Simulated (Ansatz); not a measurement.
# C2H8BN: geometry and vibrations

The task is to find a stationary geometry of C2H8BN, then compute its harmonic vibrations to see whether it is a minimum and to get the zero-point energy and entropy, and look at its orbitals and charge.

Program: Ansatz 0.2.0, Gaussian basis. Level of theory: RKS PBE0-D4/def2-TZVP. These are calculated values, not measurements.

The runs, in order: relaxation at PBE-D4/def2-SVP; relaxation at PBE0-D4/def2-TZVP; harmonic vibrations at the same level; a single point in def2-TZVPP for the fields.

## 1. The system as given

SMILES `BC(C)N`, 12 atoms, charge 0, spin multiplicity 1.

Atoms are counted from 1 here; the program's logs count them from 0.

Bond lengths: B1–C2 1.540 Å, B1–H5 1.239 Å, B1–H6 1.209 Å, C2–C3 1.504 Å, C2–N4 1.436 Å, C2–H7 1.130 Å, C3–H8 1.070 Å, C3–H9 1.155 Å, C3–H10 1.136 Å, N4–H11 1.061 Å, N4–H12 1.099 Å. Angles: C2–B1–H5 120.7°, C2–B1–H6 124.9°, H5–B1–H6 114.4°, B1–C2–C3 109.8°, B1–C2–N4 114.1°, B1–C2–H7 109.1°, C3–C2–N4 108.9°, C3–C2–H7 107.5°, N4–C2–H7 107.2°, C2–C3–H8 114.6°, C2–C3–H9 113.1°, C2–C3–H10 111.3°, H8–C3–H9 106.3°, H8–C3–H10 105.8°, H9–C3–H10 105.1°, C2–N4–H11 109.0°, C2–N4–H12 107.0°, H11–N4–H12 102.0°.

Coordinates:

```
B    -1.0204    0.9584   -0.2105
C     0.2266    0.0682   -0.3640
C     0.9374   -0.0446    0.9566
N    -0.0516   -1.2513   -0.8570
H    -1.7346    1.2202   -1.1883
H    -1.3689    1.4886    0.8191
H     0.9401    0.5536   -1.0931
H     0.3582   -0.4936    1.7365
H     1.2982    0.9737    1.3657
H     1.8773   -0.6764    0.8665
H    -0.5551   -1.1728   -1.7871
H    -0.8302   -1.6791   -0.2104
```

The start is a force-field geometry with small random shifts, so a cheaper pass at PBE-D4/def2-SVP comes first.

## 2. Geometry optimisation, PBE-D4/def2-SVP (cheap first pass)

in.yaml reads:

```yaml
crystal:
  periodic: [false, false, false]
  atoms:
    - {symbol: B, position_ang: [-1.020400, 0.958400, -0.210500]}
    - {symbol: C, position_ang: [0.226600, 0.068200, -0.364000]}
    - {symbol: C, position_ang: [0.937400, -0.044600, 0.956600]}
    - {symbol: N, position_ang: [-0.051600, -1.251300, -0.857000]}
    - {symbol: H, position_ang: [-1.734600, 1.220200, -1.188300]}
    - {symbol: H, position_ang: [-1.368900, 1.488600, 0.819100]}
    - {symbol: H, position_ang: [0.940100, 0.553600, -1.093100]}
    - {symbol: H, position_ang: [0.358200, -0.493600, 1.736500]}
    - {symbol: H, position_ang: [1.298200, 0.973700, 1.365700]}
    - {symbol: H, position_ang: [1.877300, -0.676400, 0.866500]}
    - {symbol: H, position_ang: [-0.555100, -1.172800, -1.787100]}
    - {symbol: H, position_ang: [-0.830200, -1.679100, -0.210400]}
basis:
  gaussian: {orbitals: def2-SVP}
hamiltonian: {xc: pbe, dispersion: d4}
relax: {f_tol: 0.03, max_steps: 200}
```

Command:

```
ansatz run in.yaml --threads 2 --pin off --events-out ev --progress --plain --max-ram 4352MiB
```

The log of the run (excerpt; [...] marks lines left out):

```text
Functional definition: PBE
  name "PBE"
  cite "Perdew, Burke & Ernzerhof, Phys. Rev. Lett. 77, 3865 (1996) doi:10.1103/PhysRevLett.77.3865"
  parent pbe
[...]
1106 factors; their error is unknown
[...]
mean field -4359.91342507 eV, -160.2238631158 hartree, gradient 4.7e-5 eV, S^2 0.000000; 0 other end points of the search recorded, 0 dependent functions left out
[...]
reference -4359.91345962 eV, -160.2238643854 hartree; 16, 16 occupied and 80, 80 virtual orbitals, 1106 factors
relax step   1: F+E_penalty+E_count = -4360.10324551 eV  Δ(F+E_penalty+E_count) = +0.000e0 eV  max|allowed force component| = 3.005e0 eV/Å  Δτ_max = 0.0000 Å  (27 SCF iters, accepted)
[...]
relax step   5: F+E_penalty+E_count = -4360.67132724 eV  Δ(F+E_penalty+E_count) = -1.094e-1 eV  max|allowed force component| = 6.501e-1 eV/Å  Δτ_max = 0.1953 Å  (28 SCF iters, accepted)
[...]
relax step   9: F+E_penalty+E_count = -4361.20610734 eV  Δ(F+E_penalty+E_count) = -2.703e-1 eV  max|allowed force component| = 8.282e-1 eV/Å  Δτ_max = 0.2000 Å  (33 SCF iters, accepted)
[...]
relax step  13: F+E_penalty+E_count = -4361.32238207 eV  Δ(F+E_penalty+E_count) = -2.967e-2 eV  max|allowed force component| = 1.050e-1 eV/Å  Δτ_max = 0.0495 Å  (28 SCF iters, accepted)
[...]
relax step  15: F+E_penalty+E_count = -4361.32432128 eV  Δ(F+E_penalty+E_count) = -1.939e-3 eV  max|allowed force component| = 3.285e-2 eV/Å  Δτ_max = 0.0243 Å  (29 SCF iters, accepted)
[...]
1106 factors; their error is unknown
[...]
mean field -4361.13488022 eV, -160.2687507646 hartree, gradient 2.6e-5 eV, S^2 0.000000; 1 other end points of the search recorded, 0 dependent functions left out
[...]
reference -4361.13491518 eV, -160.2687520495 hartree; 16, 16 occupied and 80, 80 virtual orbitals, 1106 factors
Total energy: -4361.32463994 eV, -160.2757243059 hartree
Atom 0 at    -1.134333     0.733309    -0.378482 Å, force    -0.013189     0.006700     0.007343 eV/Å
Atom 1 at     0.383157     0.282111    -0.296129 Å, force     0.005074    -0.006101    -0.007910 eV/Å
Atom 2 at     1.117195    -0.026854     0.987214 Å, force    -0.004656     0.015684     0.013497 eV/Å
Atom 3 at    -0.618209    -0.768269    -0.716832 Å, force     0.004455     0.010739     0.006674 eV/Å
Atom 4 at    -1.532481     1.330790    -1.364432 Å, force     0.005058    -0.007154     0.002813 eV/Å
Atom 5 at    -1.779681     0.772967     0.658021 Å, force     0.007754    -0.005856    -0.007025 eV/Å
Atom 6 at     1.051542     0.517884    -1.143922 Å, force     0.003092     0.003229    -0.001730 eV/Å
Atom 7 at     0.410157    -0.295961     1.799943 Å, force     0.003513     0.003144    -0.002744 eV/Å
Atom 8 at     1.655598     0.880846     1.329058 Å, force    -0.002030    -0.009246    -0.004088 eV/Å
Atom 9 at     1.868618    -0.842148     0.887712 Å, force    -0.001303    -0.003185    -0.002206 eV/Å
Atom 10 at    -0.565701    -1.111669    -1.679925 Å, force    -0.001254     0.002126    -0.010776 eV/Å
Atom 11 at    -0.778862    -1.528105    -0.048226 Å, force    -0.006514    -0.010081     0.006152 eV/Å
Dipole moment:     0.343745    -0.705582    -0.140320 e Å
```

Wall time 23 s (2 threads of Arm Neoverse V2, shared host).

The steps of the relaxation: (the energy doesn't fall at every step)

```csv
step,energy from step 1 (eV),largest force component (eV/Å)
1,0.0000,3.0048
2,-0.3013,1.3267
3,-0.3959,0.4379
4,-0.4586,0.6217
5,-0.5681,0.6501
6,-0.6781,0.6282
7,-0.7769,0.6046
8,-0.8326,0.7393
9,-1.1029,0.8282
10,-0.7074,6.0912
11,-1.1895,0.5167
12,-1.1832,1.0045
13,-1.2191,0.1050
14,-1.2166,0.1098
15,-1.2211,0.0328
16,-1.2214,0.0157
```

Close pairs (by a distance rule), those that changed most:

```csv
bond,before (Å),after (Å),change (Å)
B1–N4,2.498,1.623,-0.874
C2–N4,1.436,1.511,+0.075
N4–H12,1.099,1.025,-0.074
C3–H9,1.155,1.109,-0.046
B1–C2,1.540,1.585,+0.045
C3–H8,1.070,1.110,+0.040
N4–H11,1.061,1.024,-0.037
C2–H7,1.130,1.105,-0.025
```

## 3. Relaxation at PBE0-D4/def2-TZVP

in.yaml reads:

```yaml
crystal:
  periodic: [false, false, false]
  atoms:
    - {symbol: B, position_ang: [-1.134333, 0.733309, -0.378482]}
    - {symbol: C, position_ang: [0.383157, 0.282111, -0.296129]}
    - {symbol: C, position_ang: [1.117195, -0.026854, 0.987214]}
    - {symbol: N, position_ang: [-0.618209, -0.768269, -0.716832]}
    - {symbol: H, position_ang: [-1.532481, 1.330790, -1.364432]}
    - {symbol: H, position_ang: [-1.779681, 0.772967, 0.658021]}
    - {symbol: H, position_ang: [1.051542, 0.517884, -1.143922]}
    - {symbol: H, position_ang: [0.410157, -0.295961, 1.799943]}
    - {symbol: H, position_ang: [1.655598, 0.880846, 1.329058]}
    - {symbol: H, position_ang: [1.868618, -0.842148, 0.887712]}
    - {symbol: H, position_ang: [-0.565701, -1.111669, -1.679925]}
    - {symbol: H, position_ang: [-0.778862, -1.528105, -0.048226]}
basis:
  gaussian: {orbitals: def2-TZVP}
hamiltonian: {xc: pbe0, dispersion: d4}
relax: {f_tol: 0.005, max_steps: 150}
```

Same command.

The log of the run (excerpt; [...] marks lines left out):

```text
Functional definition: PBE0
  name "PBE0"
  cite "Adamo & Barone, J. Chem. Phys. 110, 6158 (1999) doi:10.1063/1.478522"
  cite "Perdew, Burke & Ernzerhof, Phys. Rev. Lett. 77, 3865 (1996) doi:10.1103/PhysRevLett.77.3865"
  parent pbe
[...]
1036 factors; their error is unknown
[...]
mean field -4366.71191074 eV, -160.4737028560 hartree, gradient 3.9e-5 eV, S^2 0.000000; 0 other end points of the search recorded, 0 dependent functions left out
[...]
reference -4366.71194417 eV, -160.4737040848 hartree; 16, 16 occupied and 156, 156 virtual orbitals, 1036 factors
relax step   1: F+E_penalty+E_count = -4366.86922041 eV  Δ(F+E_penalty+E_count) = +0.000e0 eV  max|allowed force component| = 6.308e-1 eV/Å  Δτ_max = 0.0000 Å  (26 SCF iters, accepted)
[...]
Atom 2 at     1.103041    -0.024626     0.979930 Å, force     0.000839     0.000540    -0.000188 eV/Å
Atom 3 at    -0.609146    -0.763667    -0.709275 Å, force    -0.001131    -0.000412     0.001401 eV/Å
Atom 4 at    -1.522973     1.304833    -1.344003 Å, force    -0.000288    -0.000770    -0.000067 eV/Å
Atom 5 at    -1.750828     0.763865     0.650399 Å, force     0.000097    -0.000272    -0.000515 eV/Å
Atom 6 at     1.040754     0.516117    -1.130104 Å, force     0.000170    -0.001443     0.000744 eV/Å
Atom 7 at     0.396389    -0.278272     1.775330 Å, force     0.000204     0.000264    -0.000557 eV/Å
Atom 8 at     1.648520     0.861435     1.312509 Å, force    -0.000338    -0.000014     0.000536 eV/Å
Atom 9 at     1.826253    -0.842195     0.878070 Å, force    -0.000801     0.000570     0.000164 eV/Å
Atom 10 at    -0.558938    -1.092559    -1.660587 Å, force    -0.000334    -0.000419     0.000304 eV/Å
Atom 11 at    -0.752930    -1.511797    -0.047866 Å, force     0.000587    -0.001856    -0.002523 eV/Å
Dipole moment:     0.338370    -0.653329    -0.134434 e Å
```

Run time: 21 s. Hardware: 2 threads of Arm Neoverse V2, shared host.

The steps of the relaxation:

```csv
step,energy from step 1 (eV),largest force component (eV/Å)
1,0.0000,0.6308
2,-0.0444,0.1562
3,-0.0488,0.0346
4,-0.0490,0.0176
5,-0.0490,0.0099
6,-0.0490,0.0029
```

Distances of close pairs at the start and the end, largest changes first:

```csv
bond,before (Å),after (Å),change (Å)
B1–H6,1.222,1.201,-0.021
B1–H5,1.220,1.199,-0.020
C2–H7,1.105,1.087,-0.018
B1–C2,1.585,1.568,-0.017
C3–H9,1.109,1.092,-0.017
C3–H10,1.113,1.096,-0.017
C3–H8,1.110,1.094,-0.017
N4–H11,1.024,1.008,-0.016
```

Mulliken charges at the end point, from the run's report:

```csv
atom,value (e)
B1,-0.14
C2,-0.10
C3,-0.37
N4,-0.31
H5,-0.03
H6,-0.03
H7,0.11
H8,0.13
H9,0.13
H10,0.11
H11,0.25
H12,0.25
```

## 4. Vibrations by finite differences

in.yaml reads:

```yaml
crystal:
  periodic: [false, false, false]
  atoms:
    - {symbol: B, position_ang: [-1.123335, 0.725214, -0.373037]}
    - {symbol: C, position_ang: [0.380192, 0.286553, -0.297366]}
    - {symbol: C, position_ang: [1.103041, -0.024626, 0.979930]}
    - {symbol: N, position_ang: [-0.609146, -0.763667, -0.709275]}
    - {symbol: H, position_ang: [-1.522973, 1.304833, -1.344003]}
    - {symbol: H, position_ang: [-1.750828, 0.763865, 0.650399]}
    - {symbol: H, position_ang: [1.040754, 0.516117, -1.130104]}
    - {symbol: H, position_ang: [0.396389, -0.278272, 1.775330]}
    - {symbol: H, position_ang: [1.648520, 0.861435, 1.312509]}
    - {symbol: H, position_ang: [1.826253, -0.842195, 0.878070]}
    - {symbol: H, position_ang: [-0.558938, -1.092559, -1.660587]}
    - {symbol: H, position_ang: [-0.752930, -1.511797, -0.047866]}
basis:
  gaussian: {orbitals: def2-TZVP}
hamiltonian: {xc: pbe0, dispersion: d4}
phonons: {temperatures: {t_min: 298.15, t_max: 900, t_step: 200}}
```

Same command.

The log of the run (excerpt; [...] marks lines left out):

```text
Functional definition: PBE0
  name "PBE0"
  cite "Adamo & Barone, J. Chem. Phys. 110, 6158 (1999) doi:10.1063/1.478522"
  cite "Perdew, Burke & Ernzerhof, Phys. Rev. Lett. 77, 3865 (1996) doi:10.1103/PhysRevLett.77.3865"
  parent pbe
[...]
1036 factors; their error is unknown
[...]
mean field -4366.76029421 eV, -160.4754809157 hartree, gradient 4.0e-5 eV, S^2 0.000000; 0 other end points of the search recorded, 0 dependent functions left out
[...]
reference -4366.76032727 eV, -160.4754821308 hartree; 16, 16 occupied and 156, 156 virtual orbitals, 1036 factors
[...]
1036 factors; their error is unknown
mean field -4366.76016456 eV, -160.4754761511 hartree, gradient 2.1e-6 eV, S^2 0.000000; 0 other end points of the search recorded, 0 dependent functions left out
[...]
reference -4366.76019762 eV, -160.4754773663 hartree; 16, 16 occupied and 156, 156 virtual orbitals, 1036 factors
[...]
Atom 5 at    -1.750828     0.763865     0.650399 Å, force     0.000109    -0.000286    -0.000505 eV/Å
Atom 6 at     1.040754     0.516117    -1.130104 Å, force     0.000179    -0.001446     0.000737 eV/Å
Atom 7 at     0.396389    -0.278272     1.775330 Å, force     0.000203     0.000264    -0.000551 eV/Å
Atom 8 at     1.648520     0.861435     1.312509 Å, force    -0.000329    -0.000002     0.000537 eV/Å
Atom 9 at     1.826253    -0.842195     0.878070 Å, force    -0.000803     0.000578     0.000167 eV/Å
Atom 10 at    -0.558938    -1.092559    -1.660587 Å, force    -0.000336    -0.000407     0.000345 eV/Å
Atom 11 at    -0.752930    -1.511797    -0.047866 Å, force     0.000585    -0.001856    -0.002513 eV/Å
Dipole moment:     0.338369    -0.653328    -0.134434 e Å
Vibrations: 234.62 297.55 362.72 597.35 624.45 759.44 827.48 870.74 897.67 939.09 982.15 1003.75 1063.70 1093.53 1179.90 1211.05 1245.64 1379.69 1410.68 1483.11 1485.73 1612.00 2538.20 2615.67 3025.42 3093.48 3120.80 3144.18 3565.90 3674.11 cm⁻¹, zero-point energy 2.872701 eV
```

It took 2.6 min on 2 threads of Arm Neoverse V2, shared host.

Motions are named by where the mode's potential energy lies. The modes, unscaled (a negative number is an imaginary wavenumber):

```csv
mode,cm⁻¹,motion
1,235,torsion
2,298,bend
3,363,bend
4,597,bend
5,624,bend
6,759,bend
7,827,bend with C–N stretch
8,871,bend
9,898,bend
10,939,bend
11,982,bend
12,1004,bend
13,1064,bend
14,1094,bend with torsion
15,1180,bend
16,1211,bend
17,1246,bend
18,1380,bend
19,1411,bend
20,1483,bend
21,1486,bend
22,1612,bend
23,2538,B–H stretch
24,2616,B–H stretch
25,3025,C–H stretch
26,3093,C–H stretch
27,3121,C–H stretch
28,3144,C–H stretch
29,3566,N–H stretch
30,3674,N–H stretch
```

Ideal gas, rigid rotor and harmonic oscillator at 298.15 K and 1 bar, with symmetry number 1:

```csv
term,value
zero-point energy,66.2 kcal/mol
H(298) − E,69.9 kcal/mol
"entropy, translation",159.3 J/(mol K)
"entropy, rotation",100.3 J/(mol K)
"entropy, vibration",27.7 J/(mol K)
"entropy, total",287.3 J/(mol K)
```

## 5. Orbitals, density and potential

Changes to in.yaml since step 4:

```diff
@@ -16,4 +16,4 @@
 basis:
-  gaussian: {orbitals: def2-TZVP}
+  gaussian: {orbitals: def2-TZVPP}
 hamiltonian: {xc: pbe0, dispersion: d4}
-phonons: {temperatures: {t_min: 298.15, t_max: 900, t_step: 200}}
+output: {orbitals: {seedname: orbitals}}
```

The command is unchanged.

The log of the run:

```text
Functional definition: PBE0
  name "PBE0"
  cite "Adamo & Barone, J. Chem. Phys. 110, 6158 (1999) doi:10.1063/1.478522"
  cite "Perdew, Burke & Ernzerhof, Phys. Rev. Lett. 77, 3865 (1996) doi:10.1103/PhysRevLett.77.3865"
  parent pbe
  parameter a = 0.25
  parameter kappa = 0.804
  parameter beta = 0.06672455060314922
  exchange = (1 - a)*pbe_x(kappa = kappa, mu = beta*pi^2/3) + a*exact_x
  correlation = pbe_c(beta = beta)
1156 factors; their error is unknown
mean field evaluation 1: about -4357.9310 eV, gradient 6.2e1 eV
mean field evaluation 2: about -4352.9999 eV, gradient 7.7e1 eV
mean field evaluation 4: about -4366.8292 eV, gradient 3.4e0 eV
mean field evaluation 8: about -4366.8573 eV, gradient 4.5e-2 eV
mean field evaluation 16: about -4366.8483 eV, gradient 2.2e-5 eV
mean field -4366.84828830 eV, -160.4787146388 hartree, gradient 2.2e-5 eV, S^2 0.000000; 0 other end points of the search recorded, 0 dependent functions left out
reference -4366.84832180 eV, -160.4787158701 hartree; 16, 16 occupied and 220, 220 virtual orbitals, 1156 factors
Total energy: -4367.00627522 eV, -160.4845205513 hartree
```

Run time: 2.9 s. Hardware: 2 threads of Arm Neoverse V2, shared host.

The fields below are evaluated on a grid from the run's orbitals.

Frontier orbitals at PBE0-D4/def2-TZVPP, with the share of their density that lies nearest to each atom:

```csv
orbital,energy (eV),lies on
HOMO,-7.32,C2 37 %; B1 24 %; N4 8 %
LUMO,0.58,H11 39 %; H12 25 %; N4 7 %
```

ELF in a plane through or near 4 of the atoms.

Ten even steps from ' ' (0.00) to '@' (1.00):
```
                                                        
                                                        
                                                        
                              ......                    
                            ..--==--::..                
          ..--==--..        --++**++==------::..        
        ..==**##**==::    ..==++++====**####**++        
        ::==##%%%%**==::::==**++::--::%%@@@@%%##::      
        ..--++##%%++==++****##**::##::%%@@%%%%**..      
          ..--++==%%..**%%++++**====--==++++++--        
          ::==####--::####==******##++::::......        
        --##@@@@@@@@**++++++%%##++####--..              
        **@@@@@@@@@@++::..--####**%%%%**::              
        ==%%@@@@@@%%::    ..++**@@@@@@%%++              
        ..==##%%%%==        ::==%%@@@@@@**..            
            ..::::            ::++##%%**--              
                                ..::::..                
                                                        
                                                        
                                                        
```
The map spans 9.5 Å across and 8.3 Å up, centred on the molecule. Atoms in the plane (x, y in Å): B1 (1.2, 0.8), C3 (-1.5, 0.1), H10 (-2.0, -0.8), H11 (1.4, -1.5).

On the surface of density 0.002 e/bohr³ the electrostatic potential runs, from the 1st to the 99th percentile, from -1.25 to 2.21 V.

## 6. What came out

```
                  quantity            value
               point group               C1
                     steps           16 + 6
shift from the start (rms)          0.393 Å
              total energy    -4366.9183 eV
           dispersion term         -158 meV
             dipole moment           3.59 D
lowest, highest wavenumber   235, 3674 cm⁻¹
         zero-point energy    66.2 kcal/mol
       entropy at 298.15 K  287.3 J/(mol K)
                HOMO, LUMO   -7.32, 0.58 eV
```

The relaxed geometry lies 0.39 Å (rms) from the start; the bond that changed most is B1–N4, from 2.498 to 1.611 Å. The bonds at the end are not those of the start, so the run found another structure. No mode is imaginary: a true minimum at this level. The stiffest mode, 3674 cm⁻¹, is an N–H stretch. Harmonic hybrid wavenumbers usually lie a few per cent above measured fundamentals. The largest Mulliken charge, -0.37 e, sits on C3. The HOMO lies mostly on C2 37 %; B1 24 % and the LUMO on H11 39 %; H12 25 %.
